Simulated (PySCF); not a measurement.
# CdN+: from the state search to spectroscopic constants

An exercise on one series of results from a longer session: the logs are not shown, and one member is left open.

Method: Cd cc-pVDZ-PP with ECP28, N cc-pVDZ, scalar-relativistic core potentials; program: PySCF 2.14.0.

1 further run of the same task is left out (set aside as unsound or not needed).

The first run:

A driver script around PySCF takes these settings:

```
atoms                         : Cd, N
charge                        : 1
basis                         : Cd cc-pVDZ-PP with ECP28, N cc-pVDZ
Hamiltonian                   : scalar-relativistic core potentials
basis functions               : 52
electrons treated             : 26
masses in u                   : 113.9034, 14.0031
levels                        : PBE0, PBE, r²SCAN, MN15, PBEsol, PW91, LC-ωPBE
grid                          : 80 radial by 434 angular points
occupations                   : held fixed by the projection of orbital angular momentum
dissociation limit            : Cd+ + N, each in its ground configuration
starting distance in angstrom : 2.155
values of 2S to try           : 0, 2, 4
```

Command:

```bash
$ OMP_NUM_THREADS=1 python dia.py task.json out
```

Steps of the session up to this table: The job; First curve: PBE0; Higher solutions at PBE0; PBE; r²SCAN (meta-GGA); MN15; PBEsol; PW91; LC-ωPBE.

One of the session's tables, all rows but one given; the rest of the session is left out.

Energy (eV) from each level's lowest point:

| R (Å) | PBE | PBEsol | PW91 | r²SCAN | PBE0 |
| --- | --- | --- | --- | --- | --- |
| 1.885 | 0.376 | 0.306 | 0.371 | 0.402 | 0.432 |
| 1.973 | 0.133 | 0.093 | 0.130 | 0.152 | 0.172 |
| 2.061 | 0.023 | 0.008 | 0.022 | 0.034 | 0.045 |
| 2.126 | 0.000 | 0.000 | 0.000 | 0.001 | 0.007 |
| 2.192 | 0.011 | 0.024 | 0.012 | 0.000 | 0.000 |
| 2.258 | 0.046 | 0.070 | 0.047 | 0.020 | 0.014 |
| 2.345 | 0.115 | 0.152 | 0.118 | 0.067 | 0.052 |
| 2.455 | ? | ? | ? | ? | ? |
| 2.587 | 0.358 | 0.421 | 0.362 | 0.242 | 0.202 |
| 2.762 | 0.525 | 0.601 | 0.528 | 0.367 | 0.313 |

Estimate the missing values for R (Å) = 2.455.

Worked estimate for «PBE». A straight line through the neighbours (2.345, 0.115) and (2.587, 0.358) gives 0.115 + (0.358 − 0.115) × (2.455 − 2.345) / (2.587 − 2.345) = 0.225; a parabola fitted to 4 rows on both sides gives 0.226.

As computed: PBE: 0.223; PBEsol: 0.272; PW91: 0.225; r²SCAN: 0.143; PBE0: 0.117. In «PBE» the line misses by +0.002 and the parabola by +0.003.
